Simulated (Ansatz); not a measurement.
Born–Oppenheimer molecular dynamics of a periodic cell of 16 atoms, WC (start crystal WC, start structure P-6m2, volume 1 times the crystal's). It starts from an unrelaxed structure (largest force component 0.06 eV/Å).

All numbers below come from DFT PBE, scalar-relativistic, plane waves, PAW (Ansatz). Settings: accuracy low, PAW set soft_1, cutoff 420 eV, k mesh 2x2x2, fermi-dirac smearing 0.36 eV, no spin polarisation.

```yaml
ensemble: NVT, Langevin thermostat
time_step: 1 fs
steps_asked: 360
set_temperature: 300 K
friction: 0.02 /fs
temperature_schedule: 360 steps to 4200 K
seed: 822701
```

First frame:

```xyz
16
Lattice="-2.9166 -5.0517 0.0000 4.3749 -2.5258 0.0000 0.0000 0.0000 5.6789" Properties=species:S:1:pos:R:3
W 0.000 -5.052 0.000
C 1.458 -4.210 1.420
W 0.000 -5.052 2.839
C 1.458 -4.210 4.259
W -1.458 -2.526 0.000
C 0.000 -1.684 1.420
W -1.458 -2.526 2.839
C 0.000 -1.684 4.259
W 1.458 -2.526 0.000
C 2.917 -1.684 1.420
W 1.458 -2.526 2.839
C 2.917 -1.684 4.259
W 0.000 0.000 0.000
C -1.458 -4.210 1.420
W 0.000 0.000 2.839
C -1.458 -4.210 4.259
```

Question: What does the run give?

Answer: All steps were run.

```json
{"steps done": "360", "time covered": "360 fs", "mean temperature over the second half": "2728 K", "spread of the potential energy over the second half": "97.2 meV per atom", "mean potential energy of the second half above the start": "320.9 meV per atom"}
```

The schedule's set-point averaged 3225 K over the second half and the system 2728 K, so it lags behind the ramp. A run of 0.36 ps of so small a system gives no equilibrium averages. Limits of this set-up: coarse k mesh, low accuracy level.

Question: What happens to the structure?

Answer: Mean squared displacements from the first frame to the last, about the centre of mass: W 0.05 Å², C 0.07 Å². The details hang on the random start.

Question: How do temperature and energy run in time?

Answer: 
| time (fs) | T (K) | potential energy less start (eV) |
| --- | --- | --- |
| 0 | 281 | 0.000 |
| 12 | 144 | 0.423 |
| 24 | 279 | 0.344 |
| 36 | 391 | 0.504 |
| 48 | 444 | 0.805 |
| 60 | 594 | 0.900 |
| 72 | 620 | 1.255 |
| 84 | 561 | 1.798 |
| 96 | 872 | 1.600 |
| 108 | 1160 | 2.142 |
| 120 | 1260 | 2.799 |
| 132 | 1353 | 2.611 |
| 144 | 1843 | 2.931 |
| 156 | 1817 | 2.437 |
| 168 | 2075 | 3.464 |
| 180 | 1561 | 4.072 |
| 192 | 1576 | 5.829 |
| 204 | 2932 | 4.240 |
| 216 | 2399 | 3.955 |
| 228 | 2704 | 3.254 |
| 240 | 1960 | 4.302 |
| 252 | 3106 | 2.859 |
| 264 | 1819 | 4.908 |
| 276 | 2679 | 4.135 |
| 288 | 2049 | 6.196 |
| 300 | 3572 | 3.511 |
| 312 | 2388 | 6.597 |
| 324 | 3148 | 5.679 |
| 336 | 3689 | 7.731 |
| 348 | 4137 | 7.992 |
| 360 | 3548 | 7.918 |

The run took 29 min on 1 thread of Arm Neoverse V2, on a shared host, peak memory 0.57 GiB.
